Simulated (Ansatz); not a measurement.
# GaH₇OSi: small, medium and large basis sets

The task here is to estimate one member of a computed series from the others.

The runs use Ansatz 0.2.0, Gaussian basis; one geometry, several basis sets.

Plan: PBE0-D4/def2-SVP; ωB97M-V/def2-SVP; PBE0-D4/def2-QZVPP; ωB97M-V/def2-QZVPP; the functionals' def2-TZVPP values are taken from earlier runs.

### The geometry

An earlier PBE0-D4 in a triple-zeta def2 set relaxation fixed the geometry.

SMILES `[SiH3][OH+][GaH3-]`, 10 atoms, charge 0, spin multiplicity 1.

Atoms are counted from 1 here; the program's logs count them from 0.

Bond lengths: Si1–O2 1.686 Å, Si1–H4 1.485 Å, Si1–H5 1.480 Å, Si1–H6 1.475 Å, O2–Ga3 2.176 Å, O2–H7 0.960 Å, Ga3–H8 1.571 Å, Ga3–H9 1.583 Å, Ga3–H10 1.578 Å. Angles: O2–Si1–H4 106.7°, O2–Si1–H5 110.5°, O2–Si1–H6 105.9°, H4–Si1–H5 110.0°, H4–Si1–H6 111.6°, H5–Si1–H6 112.0°, Si1–O2–Ga3 118.1°, Si1–O2–H7 117.7°, Ga3–O2–H7 112.1°, O2–Ga3–H8 100.1°, O2–Ga3–H9 92.2°, O2–Ga3–H10 95.6°, H8–Ga3–H9 118.9°, H8–Ga3–H10 119.6°, H9–Ga3–H10 118.3°.

Set-up of the first run:

in.yaml reads:

```yaml
crystal:
  periodic: [false, false, false]
  atoms:
    - {symbol: Si, position_ang: [-0.484692, 0.680133, -1.289315]}
    - {symbol: O, position_ang: [-0.772191, -0.233739, 0.097528]}
    - {symbol: Ga, position_ang: [0.882117, -0.550978, 1.475179]}
    - {symbol: H, position_ang: [-1.767064, 0.739986, -2.034953]}
    - {symbol: H, position_ang: [0.556036, 0.040651, -2.124897]}
    - {symbol: H, position_ang: [-0.069647, 2.013209, -0.814499]}
    - {symbol: H, position_ang: [-1.323937, -1.014801, 0.010141]}
    - {symbol: H, position_ang: [0.306577, 0.146588, 2.760318]}
    - {symbol: H, position_ang: [1.885630, 0.253474, 0.552580]}
    - {symbol: H, position_ang: [0.870270, -2.125624, 1.370919]}
basis:
  gaussian: {orbitals: def2-SVP}
hamiltonian: {xc: pbe0, dispersion: d4}
output: {orbitals: {seedname: orbitals}}
```

The run is started by

```bash
ansatz run in.yaml --threads 2 --pin off --events-out ev --progress --plain --max-ram 32768MiB --backend cpu
```

Among the steps run: PBE0-D4 in def2-SVP; ωB97M-V in def2-SVP; PBE0-D4 in def2-QZVPP; ωB97M-V in def2-QZVPP.

One of the session's tables, all rows but one given; the rest of the session is left out.

| functional | basis | HOMO (eV) |
| --- | --- | --- |
| PBE0-D4 | def2-SVP | -7.69 |
| PBE0-D4 | def2-TZVPP | -7.77 |
| PBE0-D4 | def2-QZVPP | -7.78 |
| ωB97M-V | def2-SVP | ? |
| ωB97M-V | def2-TZVPP | -10.02 |
| ωB97M-V | def2-QZVPP | -10.03 |

**Question.** Estimate the row for ωB97M-V, def2-SVP.

The run gave: HOMO (eV): -9.88. In the column «HOMO (eV)» it lies between ωB97M-V, def2-TZVPP (-10.02) and PBE0-D4, def2-QZVPP (-7.78).
